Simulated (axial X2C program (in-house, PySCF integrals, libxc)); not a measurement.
# DyCl⁺: Ω levels from open-shell CI on f10 s0

Aim: the spin–orbit levels of DyCl⁺ that arise from the configuration f10 s0 of Dy, and how they move with the bond.

The runs use an in-house X2C program for linear molecules on PySCF integrals; two-component X2C, average-of-configuration Hartree–Fock and CI in the open shells.

All values are calculated.

### Step 1. The job

task.json reads:

```json
{"zs": [66, 17], "q": 1, "bas": ["dyall-v3z", "dyall-v3z"], "r0": 2.51, "metal": 0, "shells": [[3, [0, 1, 2, 3], 10], [0, [0], 0]], "fix": 0, "emax": 2.2, "nroots": 4}
```

Keys: zs atomic numbers; q charge; bas basis sets; r0 starting distance in Å; metal index of the metal atom; shells open shells as [l, |m| values, electrons]; fix electron count of the first shell held; emax energy window in eV; nroots roots for each Ω.

Run with:

```console
python soci.py task.json out
```

Two-component X2C with atomic mean-field Coulomb and Gaunt terms, basis Dy dyall-v3z, Cl dyall-v3z (cores contracted in-house). Orbitals come from Hartree–Fock averaged over the configuration Dy f10 s0; CI then distributes these electrons over the f, s shells of Dy.

### Step 2. CI at R = 2.492 Å

Output:

```text
average of configuration f10 s0
basis functions 224  fitting functions 1175
iter      average energy  largest gradient
   1     -12609.341090027   2.19e+00
   2     -12609.435967615   6.63e-03
   3     -12609.436190668   2.67e-03
   4     -12609.436195933   1.31e-03
   5     -12609.436208798   3.03e-04
   6     -12609.436209109   1.62e-04
   7     -12609.436209312   1.79e-05
converged
CI levels
2*Omega        energy/Eh    cm-1   g(par)  dipole/D  leading shell counts
   16    -12609.67522169        0  19.919   -6.625  {'10 0': 1.0}
   14    -12609.67492258       66  17.410   -6.606  {'10 0': 1.0}
   12    -12609.67461504      133  14.903   -6.603  {'10 0': 1.0}
   10    -12609.67435292      191  12.408   -6.605  {'10 0': 1.0}
    8    -12609.67415596      234   9.923   -6.606  {'10 0': 1.0}
    6    -12609.67402326      263   7.443   -6.605  {'10 0': 1.0}
    4    -12609.67394342      281   4.963   -6.602  {'10 0': 1.0}
    2    -12609.67390260      290   2.482   -6.600  {'10 0': 1.0}
    0    -12609.67389028      292   0.000   -6.599  {'10 0': 1.0}
   14    -12609.65751849     3885  16.482   -6.611  {'10 0': 1.0}
   12    -12609.65717221     3961  14.097   -6.603  {'10 0': 1.0}
   10    -12609.65688860     4024  11.719   -6.599  {'10 0': 1.0}
    8    -12609.65666362     4073   9.359   -6.598  {'10 0': 1.0}
    6    -12609.65649587     4110   7.013   -6.597  {'10 0': 1.0}
    4    -12609.65638163     4135   4.675   -6.596  {'10 0': 1.0}
    2    -12609.65631585     4149   2.338   -6.596  {'10 0': 1.0}
    0    -12609.65629443     4154   0.000   -6.596  {'10 0': 1.0}
   12    -12609.64438393     6768  12.915   -6.605  {'10 0': 1.0}
   10    -12609.64400731     6851  10.711   -6.601  {'10 0': 1.0}
    8    -12609.64372640     6912   8.527   -6.595  {'10 0': 1.0}
    6    -12609.64351030     6960   6.377   -6.592  {'10 0': 1.0}
    4    -12609.64335475     6994   4.248   -6.592  {'10 0': 1.0}
    2    -12609.64326079     7015   2.124   -6.592  {'10 0': 1.0}
    0    -12609.64322937     7022   0.000   -6.593  {'10 0': 1.0}
   10    -12609.63442421     8954   9.145   -6.603  {'10 0': 1.0}
    8    -12609.63399586     9048   7.259   -6.597  {'10 0': 1.0}
    6    -12609.63369064     9115   5.402   -6.590  {'10 0': 1.0}
    4    -12609.63346810     9164   3.598   -6.588  {'10 0': 1.0}
    2    -12609.63333425     9193   1.803   -6.588  {'10 0': 1.0}
    0    -12609.63328973     9203   0.000   -6.589  {'10 0': 1.0}
    0    -12609.62552004    10908   0.000   -6.581  {'10 0': 1.0}
```

Dipoles in the output refer to the first atom as origin, so for this ion they depend on that choice.

Run time: 2.7 s. Hardware: 1 thread of Arm Neoverse N1, shared host; peak memory 0.37 GiB.

Active spinors (ω > 0; filled shells left out):

| shell | ω | ε (eV) | character |
| --- | --- | --- | --- |
| f | 5/2 | -11.21 | 100% Dy f |
| f | 3/2 | -11.16 | 100% Dy f |
| f | 1/2 | -11.12 | 100% Dy f |
| f | 7/2 | -10.36 | 100% Dy f |
| f | 5/2 | -10.32 | 100% Dy f |
| f | 3/2 | -10.28 | 100% Dy f |
| f | 1/2 | -10.25 | 100% Dy f |
| s | 1/2 | -5.15 | 80% Dy s, 15% Dy p, 3% Dy d |

The levels:

| Ω | energy (cm⁻¹) | g∥ | configuration |
| --- | --- | --- | --- |
| 8 | 0 | 19.92 | 100% f10 |
| 7 | 66 | 17.41 | 100% f10 |
| 6 | 133 | 14.90 | 100% f10 |
| 5 | 191 | 12.41 | 100% f10 |
| 4 | 234 | 9.92 | 100% f10 |
| 3 | 263 | 7.44 | 100% f10 |
| 2 | 281 | 4.96 | 100% f10 |
| 1 | 290 | 2.48 | 100% f10 |
| 0 | 292 | 0.00 | 100% f10 |
| 7 | 3885 | 16.48 | 100% f10 |
| 6 | 3961 | 14.10 | 100% f10 |
| 5 | 4024 | 11.72 | 100% f10 |
| 4 | 4073 | 9.36 | 100% f10 |
| 3 | 4110 | 7.01 | 100% f10 |
| 2 | 4135 | 4.67 | 100% f10 |
| 1 | 4149 | 2.34 | 100% f10 |
| 0 | 4154 | 0.00 | 100% f10 |
| 6 | 6768 | 12.91 | 100% f10 |
| 5 | 6851 | 10.71 | 100% f10 |
| 4 | 6912 | 8.53 | 100% f10 |

g∥ is the magnitude of 2⟨Lz + ge Sz⟩ for the +Ω component.

### Step 3. The same at R = 2.941 Å

| Ω | energy (cm⁻¹) | g∥ | configuration |
| --- | --- | --- | --- |
| 8 | 0 | 19.92 | 100% f10 |
| 7 | 70 | 17.41 | 100% f10 |
| 6 | 125 | 14.91 | 100% f10 |
| 5 | 169 | 12.42 | 100% f10 |
| 4 | 204 | 9.93 | 100% f10 |
| 3 | 231 | 7.44 | 100% f10 |
| 2 | 250 | 4.96 | 100% f10 |
| 1 | 262 | 2.48 | 100% f10 |
| 0 | 265 | 0.00 | 100% f10 |
| 7 | 3891 | 16.48 | 100% f10 |

### Step 4. Curves along the bond

The same input was run at the other distances (logs left out). Energies in cm⁻¹ from the lowest point; levels are followed by energy order within each Ω.

| R (Å) | (1)Ω=8 | (1)Ω=7 | (1)Ω=6 | (1)Ω=5 | (1)Ω=4 | (1)Ω=3 | (1)Ω=2 |
| --- | --- | --- | --- | --- | --- | --- | --- |
| 2.318 | 1896 | 1928 | 1997 | 2061 | 2107 | 2131 | 2139 |
| 2.405 | 429 | 483 | 551 | 612 | 657 | 684 | 698 |
| 2.492 | 0 | 66 | 133 | 191 | 234 | 263 | 281 |
| 2.592 | 435 | 507 | 573 | 627 | 669 | 698 | 718 |
| 2.691 | 1553 | 1628 | 1691 | 1742 | 1782 | 1811 | 1831 |
| 2.804 | 3386 | 3460 | 3520 | 3568 | 3605 | 3634 | 3654 |
| 2.941 | 6093 | 6163 | 6218 | 6263 | 6298 | 6324 | 6343 |

Constants where the minimum is well bracketed:

| level of the curve | Te (cm⁻¹) | Re (Å) | ωe (cm⁻¹) |
| --- | --- | --- | --- |
| (1)Ω=8 | 0 | 2.493 | 341.4 |
| (1)Ω=7 | 66 | 2.492 | 340.7 |
| (1)Ω=6 | 133 | 2.492 | 340.5 |
| (1)Ω=5 | 191 | 2.492 | 340.4 |
| (1)Ω=4 | 234 | 2.493 | 340.2 |
| (1)Ω=3 | 263 | 2.492 | 340.1 |
| (1)Ω=2 | 281 | 2.492 | 339.9 |

### Step 5. What came out

```
                 quantity                        value
lowest level of the model  Ω = 8, g∥ = 19.92, 100% f10
               next level        Ω = 7, 66 cm⁻¹ higher
  lowest curve, Re and ωe          2.493 Å, 341.4 cm⁻¹
```

What this shows: In the lowest level ⟨Sz⟩ = 1.96 and ⟨Lz⟩ = 6.04; its leading determinant has weight 0.56 among 106. The 9 lowest levels are the Ω components of the Hund's-rule level 5I8 of f10 (free-ion gJ = 1.250), split by the axial field over 292 cm⁻¹. From 2.492 to 2.941 Å the gap from the lowest to the fifth level goes from 234 to 204 cm⁻¹. Without dynamic correlation distances can be off by several hundredths of an Å, and the wavenumbers are rough. There is no dynamic correlation: spin–orbit spacings and, for f shells, spacings inside one term are the most reliable numbers, splittings between terms come out too wide, and energies between configurations are not reliable, so the lowest level need not be the ground state of the molecule. At most 4 roots were kept for each Ω > 0 (twice that for Ω = 0) within 2.2 eV of the lowest, so higher up levels can be missing between those listed; levels with Ω > 0 are doubly degenerate and listed once, Ω = 0 levels singly. States that fill the shells left empty in the average are placed too high.
